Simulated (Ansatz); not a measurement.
# AlIn3Sb4: the cost of one run

Method: DFT PBE, scalar-relativistic, plane waves, PAW, in Ansatz 0.2.0.

### 1 The system as given

It takes space group P-4m2 (No. 115, tetragonal). Conventional cell: a = 4.614 Å, b = 4.614 Å, c = 13.074 Å, α = 90.00°, β = 90.00°, γ = 90.00°. Around Al (site symmetry -4m2) lie 4 Sb at 2.74 Å. In (site symmetry 2mm) has 4 Sb at 2.86 Å in its first shell of neighbours. In (site symmetry -4m2) is surrounded by 4 Sb at 2.86 Å. Sb (site symmetry 2mm) is surrounded by 2 Al at 2.74 Å and 2 In at 2.86 Å. Sb (site symmetry 2mm) is surrounded by 4 In at 2.86 Å.

As a file:

```cif
data_structure
_symmetry_space_group_name_H-M 'P-4m2'
_symmetry_Int_Tables_number 115
_cell_length_a 4.6140
_cell_length_b 4.6140
_cell_length_c 13.0737
_cell_angle_alpha 90.000
_cell_angle_beta 90.000
_cell_angle_gamma 90.000
_cell_volume 278.32
loop_
_atom_site_label
_atom_site_type_symbol
_atom_site_symmetry_multiplicity
_atom_site_Wyckoff_symbol
_atom_site_fract_x
_atom_site_fract_y
_atom_site_fract_z
_atom_site_occupancy
Al1 Al 1 b 0.50000 0.50000 0.00000 1
In1 In 2 e 0.00000 0.00000 0.75769 1
In2 In 1 c 0.50000 0.50000 0.50000 1
Sb1 Sb 2 g 0.50000 0.00000 0.88758 1
Sb2 Sb 2 g 0.50000 0.00000 0.37110 1
```

The start is the relaxed end of an invented cell (made as: elements ordered on the sites of the AlSb type, Al/In on Al (P-4m2, No. 115)), taken up again for a closer look.

### 2 A first look at the guess

input.yaml

```yaml
crystal:
  lattice:
    - [4.6139793, 0.0, 0.0]
    - [0.0, 4.6139793, 0.0]
    - [0.0, 0.0, 13.0736708]
  atoms:
    - { symbol: Al, position: [0.5, 0.5, 0.0] }
    - { symbol: In, position: [0.0, 0.0, 0.757694] }
    - { symbol: In, position: [0.0, 0.0, 0.242306] }
    - { symbol: In, position: [0.5, 0.5, 0.5] }
    - { symbol: Sb, position: [0.5, 0.0, 0.887577] }
    - { symbol: Sb, position: [0.0, 0.5, 0.112423] }
    - { symbol: Sb, position: [0.5, 0.0, 0.371095] }
    - { symbol: Sb, position: [0.0, 0.5, 0.628905] }
basis:
  ecutwfc: 420
kpoints:
  mp_grid: { grid: [4, 4, 2] }
hamiltonian:
  xc: pbe
scf:
  occupations: { method: gaussian, width: 0.1 }
  lower_state_search: "off"
output:
  forces: true
  stress: true
  eigenvalues: true
```

Started as:

```sh
$ ansatz run input.yaml --threads 4 --pin off --max-ram 8192MiB --backend cpu --events-out ev --progress --plain --runs-dir out
```

**Question.** How long does this run take on 4 threads of Arm Neoverse V1, shared host, and how much memory does it need?

About 4.2 s, with a peak of 0.72 GiB.
